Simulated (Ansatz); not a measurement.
# GaH3OSSi: how energies converge with the basis set

One table from this session's results is given with a row withheld; the runs are named, their logs left out.

Method: one geometry, several basis sets; program: Ansatz 0.2.0, Gaussian basis.

The runs, in order: PBE0-D4/def2-SVP; ωB97M-V/def2-SVP; PBE0-D4/def2-QZVPP; ωB97M-V/def2-QZVPP; the functionals' def2-TZVPP values are taken from earlier runs.

## The geometry

An earlier PBE0-D4 in a triple-zeta def2 set relaxation fixed the geometry.

SMILES `[O]1[SiH2][S][GaH]1`, 7 atoms, charge 0, spin multiplicity 1.

Atoms are counted from 1 here; the program's logs count them from 0.

Bond lengths: O1–Si2 1.647 Å, O1–Ga4 1.828 Å, Si2–S3 2.170 Å, Si2–H5 1.484 Å, Si2–H6 1.484 Å, S3–Ga4 2.204 Å, Ga4–H7 1.539 Å. Angles: Si2–O1–Ga4 96.9°, O1–Si2–S3 98.2°, O1–Si2–H5 113.0°, O1–Si2–H6 113.0°, S3–Si2–H5 111.3°, S3–Si2–H6 111.3°, H5–Si2–H6 109.6°, Si2–S3–Ga4 73.1°, O1–Ga4–S3 91.7°, O1–Ga4–H7 128.0°, S3–Ga4–H7 140.3°.

The first run:

in.yaml reads:

```yaml
crystal:
  periodic: [false, false, false]
  atoms:
    - {symbol: O, position_ang: [-1.130076, 0.213973, -0.251151]}
    - {symbol: Si, position_ang: [0.036739, 0.693285, 0.807978]}
    - {symbol: S, position_ang: [1.651031, -0.561973, 0.081262]}
    - {symbol: Ga, position_ang: [-0.108911, -0.987606, -1.176044]}
    - {symbol: H, position_ang: [0.376272, 2.132445, 0.684635]}
    - {symbol: H, position_ang: [-0.296572, 0.378619, 2.219211]}
    - {symbol: H, position_ang: [-0.528472, -1.868733, -2.365881]}
basis:
  gaussian: {orbitals: def2-SVP}
hamiltonian: {xc: pbe0, dispersion: d4}
output: {orbitals: {seedname: orbitals}}
```

Started as:

```sh
> ansatz run in.yaml --threads 2 --pin off --events-out ev --progress --plain --max-ram 4352MiB
```

Steps of the session up to this table: PBE0-D4 in def2-SVP; ωB97M-V in def2-SVP; PBE0-D4 in def2-QZVPP; ωB97M-V in def2-QZVPP.

One table of the session follows, with a row left open; its other results are not shown here.

| functional | basis | HOMO (eV) |
| --- | --- | --- |
| PBE0-D4 | def2-SVP | -7.58 |
| PBE0-D4 | def2-TZVPP | ? |
| PBE0-D4 | def2-QZVPP | -7.66 |
| ωB97M-V | def2-SVP | -9.67 |
| ωB97M-V | def2-TZVPP | -9.78 |
| ωB97M-V | def2-QZVPP | -9.80 |

**Question.** Estimate the row for PBE0-D4, def2-TZVPP.

The run gave: HOMO (eV): -7.64. In the column «HOMO (eV)» it lies between PBE0-D4, def2-QZVPP (-7.66) and PBE0-D4, def2-SVP (-7.58).
